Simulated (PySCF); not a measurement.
# The bond of NaSb+, level by level

What are the lowest state that PBE0 finds, the bond length, vibrational wavenumber and bond energy of NaSb+, and how much do these hang on the method?

The runs use PySCF 2.14.0; Na cc-pVDZ, Sb cc-pVDZ-PP with ECP28, scalar-relativistic core potentials.

## Step 1: Input

A driver script around PySCF takes these settings:

```
atoms                         : Na, Sb
charge                        : 1
basis                         : Na cc-pVDZ, Sb cc-pVDZ-PP with ECP28
Hamiltonian                   : scalar-relativistic core potentials
basis functions               : 41
electrons treated             : 33
masses in u                   : 22.9898, 120.9038
levels                        : PBE0, PBE, r²SCAN, PW91, LDA, B3LYP, CAM-B3LYP, HF, MP2, SCS-MP2, CCSD, CCSD(T)
grid                          : 80 radial by 434 angular points
occupations                   : held fixed by the projection of orbital angular momentum
dissociation limit            : Na+ + Sb, each in its ground configuration
starting distance in angstrom : 3.040
values of 2S to try           : 1, 3
```

Run with:

```bash
$ OMP_NUM_THREADS=1 python dia.py task.json out
```

After this run come: The PBE0 curve of the state that the search chose; Higher solutions at PBE0; PBE (GGA); r²SCAN; PW91 (GGA); LDA (local density); B3LYP (global hybrid GGA); CAM-B3LYP (range-separated hybrid); UHF (mean field); Correlated methods on the Hartree–Fock reference.

**Question.** What will these runs give? Wanted: for each run, Re; ωe; De; μ.

**Answer**, as computed:

Lowest PBE0 solution found, without spin–orbit coupling: ⁴Σ⁻ (quartet), unpaired electrons σ ↑, π ↑↑. State 2 has its PBE0 minimum 0.61 eV higher, as a spin-mixed determinant (⟨S²⟩ = 1.76), so this is no gap between pure states. State 3 has its PBE0 minimum 0.65 eV higher, as a spin-mixed determinant (⟨S²⟩ = 1.76), so this is no gap between pure states. State 4 has its PBE0 minimum 0.94 eV higher. The other levels ran on the lowest alone.

| level | Re (Å) | ωe (cm⁻¹) | De (eV) | μ (D) |
| --- | --- | --- | --- | --- |
| UHF | 3.452 | 94.0 | 0.253 | -11.52 |
| UHF-MP2 | 3.409 | 101.7 | 0.290 | n/a |
| UHF-SCS-MP2 | 3.415 | 100.6 | 0.282 | n/a |
| UHF-CCSD | 3.408 | 102.2 | 0.293 | n/a |
| UHF-CCSD(T) | 3.402 | 103.2 | 0.299 | n/a |
| LDA | 3.282 | 110.8 | 0.418 | -10.22 |
| PBE | 3.355 | 104.1 | 0.378 | -10.54 |
| PW91 | 3.344 | 105.6 | 0.402 | -10.46 |
| r²SCAN | 3.373 | 100.6 | 0.307 | -10.96 |
| B3LYP | 3.356 | 103.5 | 0.359 | -10.65 |
| PBE0 | 3.350 | 103.7 | 0.335 | -10.74 |
| CAM-B3LYP | 3.317 | 107.1 | 0.355 | -10.61 |

De is counted to Na+ + Sb in their ground configurations. A positive dipole points from Na to Sb; in an ion it is taken about the centre of mass and does not tell which atom is negative.

Bond lengths run from 3.282 Å (LDA) to 3.452 Å (UHF). CCSD(T) can't serve as the judge here: for a weak bond in this basis it is far from its limit. Among the levels with a De in the table, it runs from 0.253 eV (UHF) to 0.418 eV (LDA).

Correlated steps freeze 5 core orbitals. These are scalar-relativistic numbers at best; spin–orbit coupling would shift them, the dissociation energy most. With spin–orbit coupling the term label itself may not hold.
